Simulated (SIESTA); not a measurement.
The system is GePd2.

```xyz
9
Lattice="6.6931 0.0000 0.0000 -3.3466 5.7964 0.0000 0.0000 0.0000 3.4979" Properties=species:S:1:pos:R:3 pbc="T T T"
Pd    1.7844    0.0000    0.0000
Pd    2.4544    4.2511    0.0000
Pd   -0.8922    1.5453    0.0000
Pd   -2.0293    3.5149    1.7490
Pd    1.3173    2.2816    1.7490
Pd    4.0586    0.0000    1.7490
Ge    0.0000    0.0000    1.7490
Ge    0.0000    3.8643    0.0000
Ge    3.3466    1.9321    0.0000
```

The cell comes from a database or a generator and needn't be the stable form of this composition.

```yaml
Program: SIESTA 5.4.2
Task: single point
Functional: PBEsol
Potentials_or_basis: PseudoDojo 0.4 standard (PBEsol files)
Basis: DZP (energy shift 0.003 Ry; two zetas on semicore shells)
Grid_cutoff: 800 Ry
Energy_shift: 0.003 Ry
k_mesh: 5 × 5 × 8
Occupations: fermi-dirac, width 0.05 eV
Spin: no spin polarisation
```

On this cell: pressure -2.0 GPa; largest force 0.047 eV/Å; band gap on the k mesh none (metal or under the smearing width).

The same run follows on a disturbed copy (atoms moved at random, drawn with an rms of 0.05 Å):

```
Pd Ge
1.0
     6.69314    0.00000    0.00000
    -3.34657    5.79643    0.00000
     0.00000    0.00000    3.49794
Pd Ge
6 3
Direct
  0.26887 0.00418 0.00960
  0.73434 0.73829 0.99206
  0.00586 0.26248 0.99317
  0.00090 0.59829 0.50717
  0.37811 0.38932 0.49766
  0.60010 0.99422 0.49192
  0.99192 0.99362 0.49077
  0.33677 0.66963 0.98466
  0.67409 0.33289 0.99514
```

Task: What does the disturbed cell give?

Result: The energy (extrapolated to zero smearing) moves by +13.4 meV/atom; pressure -1.3 GPa; largest force 0.822 eV/Å; band gap on the k mesh none (metal or under the smearing width).

Forces in eV/Å, atoms in the order of the input:
```
Pd  -0.008 -0.218 -0.385
Pd   0.163 -0.770  0.049
Pd  -0.538  0.035  0.064
Pd  -0.180  0.271 -0.253
Pd   0.649  0.501 -0.059
Pd   0.088  0.197  0.088
Ge   0.436  0.080  0.320
Ge  -0.207 -0.184  0.140
Ge  -0.403  0.087  0.035
```

Stress tensor (GPa, compression positive):
```
-0.69  0.14 -0.19
 0.14 -1.60 -0.08
-0.19 -0.08 -1.63
```

Caveats: the basis of atomic orbitals isn't converged, which shifts pressures, moduli and gaps.
